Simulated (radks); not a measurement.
# Ar²⁺ in [Ne] 3s2 3p4: an all-electron calculation

One table from this session's results is given with a row withheld; the runs are named, their logs left out.

Method: scalar-relativistic Kohn-Sham, XLYP, spin-unpolarised, spherical densities, finite nucleus. Code: radks (a radial shooting solver on a logarithmic mesh, Libxc functionals) version 1.

### The system

```
element            : argon (Z = 18)
charge             : +2
electrons          : 16
configuration      : [Ne] 3s2 3p4
nuclear rms radius : 3.4274 fm
```

The outer shells:

Ar²⁺
```
[Ne] core
3s [↑↓]
3p [↑↓][↑ ][↑ ]
```

The first run:

Settings of this run:

```text
Z 18
configuration [Ne] 3s2 3p4 4s0 3d0
relativity scalar-relativistic
functional xlyp
spin unpolarised
nucleus finite rms 3.4274 fm
c 137.035999084
```

Started as:

```
$ python run_ks.py task.json out
```

This one command runs every case of the session in turn.

Among the steps run: Self-consistent calculation.

One of the session's tables, all rows but one given; the rest of the session is left out.

It belongs to the step «Orbitals and density». From the orbitals of this run (lengths in bohr):

```
level      <r>  outermost maximum (interpolated)  90 % within  nodes
   1s  0.08571                            0.0560        0.153      0
   2s   0.4139                             0.338        0.646      1
   2p        ?                                 ?            ?      ?
   3s    1.328                              1.15         1.99      2
   3p    1.470                              1.23         2.26      1
   3d    2.048                              1.49         3.39      0
   4s    3.497                              3.23         5.02      3
```

Estimate the missing values for 2p.

As computed: <r>: 0.3762; outermost maximum (interpolated): 0.280; 90 % within: 0.623; nodes: 0. In the column «<r>» it lies between 1s (0.08571) and 2s (0.4139).

Caveats from the session: Spin polarisation and multiplet splitting are left out.
